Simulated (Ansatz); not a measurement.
# CH₆B₃Cl: up Jacob's ladder to CCSD(T)

An exercise on one series of results from a longer session: the logs are not shown, and one member is left open.

Computed with Ansatz 0.2.0, Gaussian basis. Level: functionals in def2-TZVPP, the program's frozen cores in correlated methods.

The runs, in order: LDA (SPW92), PBE-D4, revPBE-D4, BLYP-D4, r2SCAN-D4, B97M-V, PBE0-D4, B3LYP-D4, r2SCANh-D4, r2SCAN0-D4, HSE06-D4, BHLYP-D4, CAM-B3LYP-D4, LC-ωPBE, ωB97X-V, ωB97M-V, B2PLYP, PBE-QIDH; CCSD(T)/def2-SVP; CCSD(T)/def2-TZVPP; MP2/def2-QZVPP; extrapolation to the limit; RPA on PBE.

### The geometry

An earlier PBE0-D4 in a triple-zeta def2 set relaxation fixed the geometry.

SMILES `BB(C)BCl`, 11 atoms, charge 0, spin multiplicity 1.

Atoms are counted from 1 here; the program's logs count them from 0.

Bond lengths: B1–B2 1.635 Å, B1–H6 1.200 Å, B1–H7 1.200 Å, B2–C3 1.578 Å, B2–B4 1.665 Å, C3–H8 1.091 Å, C3–H9 1.100 Å, C3–H10 1.092 Å, B4–Cl5 1.753 Å, B4–H11 1.197 Å. Angles: B2–B1–H6 122.2°, B2–B1–H7 121.4°, H6–B1–H7 116.4°, B1–B2–C3 123.6°, B1–B2–B4 117.7°, C3–B2–B4 118.7°, B2–C3–H8 115.5°, B2–C3–H9 104.0°, B2–C3–H10 114.0°, H8–C3–H9 107.1°, H8–C3–H10 109.5°, H9–C3–H10 105.8°, B2–B4–Cl5 119.0°, B2–B4–H11 125.1°, Cl5–B4–H11 115.9°.

The first run:

File in.yaml:

```yaml
crystal:
  periodic: [false, false, false]
  atoms:
    - {symbol: B, position_ang: [0.083579, 0.834545, 1.519839]}
    - {symbol: B, position_ang: [0.048297, -0.031784, 0.133114]}
    - {symbol: C, position_ang: [-1.285491, -0.479149, -0.582224]}
    - {symbol: B, position_ang: [1.503171, -0.399896, -0.588064]}
    - {symbol: Cl, position_ang: [2.151982, 0.691267, -1.797063]}
    - {symbol: H, position_ang: [0.059636, 2.033946, 1.524223]}
    - {symbol: H, position_ang: [0.166429, 0.297747, 2.590358]}
    - {symbol: H, position_ang: [-2.179685, -0.466189, 0.041956]}
    - {symbol: H, position_ang: [-1.429970, 0.273752, -1.371646]}
    - {symbol: H, position_ang: [-1.213642, -1.439999, -1.096780]}
    - {symbol: H, position_ang: [2.161096, -1.371242, -0.353015]}
basis:
  gaussian: {orbitals: def2-TZVPP}
hamiltonian: {xc: lda}
output: {orbitals: {seedname: orbitals}}
```

Among the steps run: LDA; PBE-D4 (GGA); revPBE-D4 (GGA); BLYP-D4 (GGA); r2SCAN-D4 (meta-GGA); B97M-V (meta-GGA); PBE0-D4 (hybrid); B3LYP-D4 (hybrid); r2SCANh-D4 (hybrid); r2SCAN0-D4 (hybrid); HSE06-D4 (hybrid); BHLYP-D4 (hybrid); CAM-B3LYP-D4 (range-separated); LC-ωPBE (range-separated); ωB97X-V (range-separated); ωB97M-V (range-separated); B2PLYP (double hybrid); PBE-QIDH (double hybrid).

One table of the session follows, with a row left open; its other results are not shown here.

It belongs to the step «Frontier levels by functional». 

| functional | HOMO (eV) | LUMO (eV) | gap (eV) |
| --- | --- | --- | --- |
| LDA (SPW92) | -6.32 | -3.30 | 3.01 |
| PBE-D4 | -6.23 | -3.04 | 3.20 |
| revPBE-D4 | -6.19 | -2.92 | 3.27 |
| BLYP-D4 | -6.14 | -2.87 | 3.28 |
| r2SCAN-D4 | -6.47 | -2.74 | 3.73 |
| B97M-V | -6.56 | -2.81 | 3.75 |
| PBE0-D4 | -7.49 | -2.12 | 5.36 |
| B3LYP-D4 | -7.31 | -2.31 | 5.00 |
| r2SCANh-D4 | ? | ? | ? |
| r2SCAN0-D4 | -7.64 | -1.95 | 5.69 |
| HSE06-D4 | -7.09 | -2.51 | 4.58 |
| BHLYP-D4 | -8.71 | -1.12 | 7.58 |
| CAM-B3LYP-D4 | -8.88 | -1.04 | 7.84 |
| LC-ωPBE | -10.21 | 0.12 | 10.33 |
| ωB97X-V | -9.86 | 0.02 | 9.88 |
| ωB97M-V | -9.69 | -0.22 | 9.47 |

Q: Estimate the row for r2SCANh-D4 from the others.

Worked estimate for «HOMO (eV)». Against the share of exact exchange, r2SCAN-D4 (0, -6.47), r2SCAN0-D4 (0.25, -7.64) give a slope of -4.68 per unit share; at 0.1 the line stands at -6.94.

As computed: HOMO (eV): -6.93; LUMO (eV): -2.42; gap (eV): 4.51. In «HOMO (eV)» the line misses by -0.01.
